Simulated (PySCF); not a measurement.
# CH₂Cl₃SSi radical: a look at the electrons

For CH₂Cl₃SSi radical, the scripts below analyse its density (charges, bond critical points, surface potential), see where an electron leaves and enters and measure its response to a uniform field.

Program: PySCF 2.14.0. Level of theory: levels as typed in each script, gas phase, geometry from GFN2-xTB. These are calculated values, not measurements.

## 1. Starting geometry

SMILES `S[SiH]C(Cl)(Cl)Cl`, 8 atoms, charge 0, spin multiplicity 2.

Bond lengths: S1–Si2 2.143 Å, S1–H7 1.327 Å, Si2–C3 1.947 Å, Si2–H8 1.453 Å, C3–Cl4 1.779 Å, C3–Cl5 1.775 Å, C3–Cl6 1.793 Å. Angles: Si2–S1–H7 96.1°, S1–Si2–C3 109.1°, S1–Si2–H8 108.3°, C3–Si2–H8 107.2°, Si2–C3–Cl4 111.7°, Si2–C3–Cl5 109.5°, Si2–C3–Cl6 110.0°, Cl4–C3–Cl5 108.8°, Cl4–C3–Cl6 108.5°, Cl5–C3–Cl6 108.4°.

As a file:

```xyz
8
CH2Cl3SSi
S    -2.7255    0.0206   -0.0181
Si   -0.9572   -1.0028    0.6285
C     0.6070   -0.0118    0.0275
Cl    0.5831    1.6689    0.6099
Cl    2.0764   -0.8047    0.6287
Cl    0.6691    0.0090   -1.7645
H    -2.3007    1.2407    0.2841
H    -0.9189   -2.3027   -0.0197
```

## 2. Density, bond paths and surface potential (B3LYP/def2-svp)

input.py

```python
import numpy as np
from pyscf import gto, scf, dft
from pyscf.scf import atom_ks, atom_hf
from scipy.linalg import block_diag

def solve(mol, dm0=None, hcore=None):
    mf = (dft.UKS if mol.spin else dft.RKS)(mol, xc='b3lyp')
    mf.grids.level = 3
    mf = mf.density_fit(auxbasis='def2-universal-jkfit')
    mf.conv_tol, mf.max_cycle = 1e-8, 80
    if hcore is not None:
        mf.get_hcore = lambda *args: hcore
    mf.kernel(dm0)
    if not mf.converged:
        mf = mf.newton().run(mf.mo_coeff, mf.mo_occ, max_cycle=30)
    assert mf.converged, 'SCF not converged'
    return mf

mol = gto.M(atom='''
S     -2.72553     0.02058    -0.01807
Si    -0.95722    -1.00280     0.62846
C      0.60699    -0.01185     0.02749
Cl     0.58315     1.66888     0.60993
Cl     2.07639    -0.80475     0.62873
Cl     0.66912     0.00899    -1.76445
H     -2.30072     1.24065     0.28406
H     -0.91886    -2.30273    -0.01972
''', basis='def2-svp', charge=0, spin=1, verbose=4)
mf = solve(mol)
mf.analyze()
# spherically averaged free atoms, for the promolecule
atm = atom_ks.get_atm_nrks(mol, xc='b3lyp')
pro = block_diag(*[(atm[a[0]][2] * atm[a[0]][3]) @ atm[a[0]][2].T for a in mol._atom])
np.savez('result.npz', e=mf.e_tot, c=mf.mo_coeff, occ=mf.mo_occ, eps=mf.mo_energy, pro=pro, dip=mf.dip_moment(verbose=0), s2=mf.spin_square()[0])
```

Started as:

```sh
OMP_NUM_THREADS=1 python input.py
```

## 4. Removing and adding an electron (PBE0/def2-svpd)

input.py

```python
import numpy as np
from pyscf import gto, scf, dft
from pyscf.scf import atom_ks, atom_hf
from scipy.linalg import block_diag

def solve(mol, dm0=None, hcore=None):
    mf = (dft.UKS if mol.spin else dft.RKS)(mol, xc='pbe0')
    mf.grids.level = 3
    mf = mf.density_fit(auxbasis='def2-universal-jkfit')
    mf.conv_tol, mf.max_cycle = 1e-8, 80
    if hcore is not None:
        mf.get_hcore = lambda *args: hcore
    mf.kernel(dm0)
    if not mf.converged:
        mf = mf.newton().run(mf.mo_coeff, mf.mo_occ, max_cycle=30)
    assert mf.converged, 'SCF not converged'
    return mf

mol = gto.M(atom='''
S     -2.72553     0.02058    -0.01807
Si    -0.95722    -1.00280     0.62846
C      0.60699    -0.01185     0.02749
Cl     0.58315     1.66888     0.60993
Cl     2.07639    -0.80475     0.62873
Cl     0.66912     0.00899    -1.76445
H     -2.30072     1.24065     0.28406
H     -0.91886    -2.30273    -0.01972
''', basis='def2-svpd', charge=0, spin=1, verbose=4)
mf = solve(mol)
out = dict(e0=mf.e_tot, dm0=mf.make_rdm1(), c=mf.mo_coeff, occ=mf.mo_occ, eps=mf.mo_energy)
for name, dq, spin in [('cation', 1, 0), ('anion', -1, 0)]:
    ion = mol.copy().set(charge=mol.charge + dq, spin=spin).build()
    mi = solve(ion)
    if spin and dq > 0 and mol.nao < 130:
        c, _, stable, _ = mi.stability(return_status=True)
        if not stable:
            mi = solve(ion, mi.make_rdm1(c, mi.mo_occ))
    print(name, 'vertical energy change / eV', (mi.e_tot - mf.e_tot) * 27.211386)
    out.update({'e_' + name: mi.e_tot, 'dm_' + name: mi.make_rdm1(), 's2_' + name: mi.spin_square()[0], 'eps_' + name: mi.mo_energy, 'occ_' + name: mi.mo_occ})
# spherically averaged free atoms, for the promolecule
atm = atom_ks.get_atm_nrks(mol, xc='pbe0')
pro = block_diag(*[(atm[a[0]][2] * atm[a[0]][3]) @ atm[a[0]][2].T for a in mol._atom])
np.savez('result.npz', pro=pro, **out)
```

## 5. Response to an electric field (TPSSh/def2-svpd)

input.py

```python
import numpy as np
from pyscf import gto, scf, dft
from pyscf.scf import atom_ks, atom_hf
from scipy.linalg import block_diag

def solve(mol, dm0=None, hcore=None):
    mf = (dft.UKS if mol.spin else dft.RKS)(mol, xc='tpssh')
    mf.grids.level = 3
    mf = mf.density_fit(auxbasis='def2-universal-jkfit')
    mf.conv_tol, mf.max_cycle = 1e-8, 80
    if hcore is not None:
        mf.get_hcore = lambda *args: hcore
    mf.kernel(dm0)
    if not mf.converged:
        mf = mf.newton().run(mf.mo_coeff, mf.mo_occ, max_cycle=30)
    assert mf.converged, 'SCF not converged'
    return mf

mol = gto.M(atom='''
S     -2.72553     0.02058    -0.01807
Si    -0.95722    -1.00280     0.62846
C      0.60699    -0.01185     0.02749
Cl     0.58315     1.66888     0.60993
Cl     2.07639    -0.80475     0.62873
Cl     0.66912     0.00899    -1.76445
H     -2.30072     1.24065     0.28406
H     -0.91886    -2.30273    -0.01972
''', basis='def2-svpd', charge=0, spin=1, verbose=4)
field = np.array([0.008, 0.0, 0.0])  # atomic units
mol.set_common_orig(mol.atom_charges() @ mol.atom_coords() / mol.atom_charges().sum())
mf = solve(mol)
out = dict(dm0=mf.make_rdm1(), d0=mf.dip_moment(unit='AU'), e0=mf.e_tot)
for name, sign in (('p', 1), ('m', -1)):
    h = mf.get_hcore() + sign * np.einsum('x,xij->ij', field, mol.intor('int1e_r'))
    mi = solve(mol, mf.make_rdm1(), h)
    out.update({'dm' + name: mi.make_rdm1(), 'd' + name: mi.dip_moment(unit='AU'), 'e' + name: mi.e_tot})
# spherically averaged free atoms, for the promolecule
atm = atom_ks.get_atm_nrks(mol, xc='tpssh')
pro = block_diag(*[(atm[a[0]][2] * atm[a[0]][3]) @ atm[a[0]][2].T for a in mol._atom])
np.savez('result.npz', pro=pro, **out)
```

(Steps that only read results are left out.)

Before running it: what results should come out? Wanted: dipole moment; HOMO, LUMO; polarisability along the field.

**Answer**, as computed:

| quantity | value |
| --- | --- |
| dipole moment (B3LYP/def2-svp) | 0.66 D |
| HOMO, LUMO (B3LYP/def2-svp) | -6.03, -3.27 eV |
| polarisability along the field (TPSSh/def2-svpd) | 123.2 bohr³ |

In words: At B3LYP/def2-svp: The highest Hirshfeld charge is on Si2 (+0.20 e), the lowest on S1 (−0.08 e). The geometry was not optimised at these levels.
